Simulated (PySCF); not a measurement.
**A diatomic session: BeGa−**

An exercise on one series of results from a longer session: the logs are not shown, and one member is left open.

The runs use PySCF 2.14.0; Be aug-cc-pVDZ-DK, Ga aug-cc-pVDZ-DK, spin-free X2C with a Gaussian nucleus.

4 further runs of the same task are left out: 4 set aside as unsound or not needed.

Set-up of the first run:

Settings of the job:

- atoms: Be, Ga
- charge: -1
- basis: Be aug-cc-pVDZ-DK, Ga aug-cc-pVDZ-DK
- Hamiltonian: spin-free X2C with a Gaussian nucleus
- basis functions: 59
- electrons treated: 36
- masses in u: 9.0122, 68.9256
- levels: PBE0, PBE, r²SCAN, r²SCAN0, TPSSh, M06-2X, HSE06, MP2, SCS-MP2
- grid: 80 radial by 434 angular points
- occupations: held fixed by the projection of orbital angular momentum
- dissociation limit: Be + Ga−, each in its ground configuration
- starting distance in angstrom: 2.265
- values of 2S to try: 0, 2

Steps of the session up to this table: Set-up; The PBE0 curve of the state that the search chose; PBE (GGA); r²SCAN; r²SCAN0 (hybrid meta-GGA); TPSSh; M06-2X; HSE06 (range-separated hybrid).

One table of the session follows, with a row left open; its other results are not shown here.

It belongs to the step «The curves together». Energy (eV) from each level's lowest point:

| R (Å) | ROHF-MP2 | ROHF-SCS-MP2 | PBE | r²SCAN | TPSSh |
| --- | --- | --- | --- | --- | --- |
| 1.959 | 0.430 | 0.447 | 0.380 | 0.320 | 0.358 |
| 2.050 | 0.195 | 0.208 | 0.170 | 0.128 | 0.155 |
| 2.141 | 0.062 | 0.071 | 0.054 | 0.029 | 0.046 |
| 2.210 | 0.014 | 0.019 | 0.012 | 0.000 | 0.008 |
| 2.278 | 0.000 | 0.000 | 0.000 | 0.000 | 0.000 |
| 2.346 | 0.012 | 0.006 | 0.011 | 0.022 | 0.014 |
| 2.438 | 0.059 | 0.044 | 0.051 | 0.077 | 0.057 |
| 2.551 | 0.147 | 0.118 | 0.128 | 0.171 | 0.138 |
| 2.688 | ? | ? | ? | ? | ? |
| 2.870 | 0.439 | 0.368 | 0.409 | 0.488 | 0.419 |

Estimate the missing values for R (Å) = 2.688.

Worked estimate for «ROHF-MP2». A straight line through the neighbours (2.551, 0.147) and (2.870, 0.439) gives 0.147 + (0.439 − 0.147) × (2.688 − 2.551) / (2.870 − 2.551) = 0.272; a parabola fitted to 3 rows on both sides gives 0.265.

The run gave: ROHF-MP2: 0.272; ROHF-SCS-MP2: 0.225; PBE: 0.244; r²SCAN: 0.303; TPSSh: 0.255. In «ROHF-MP2» the line misses by 0.000 and the parabola by -0.007.
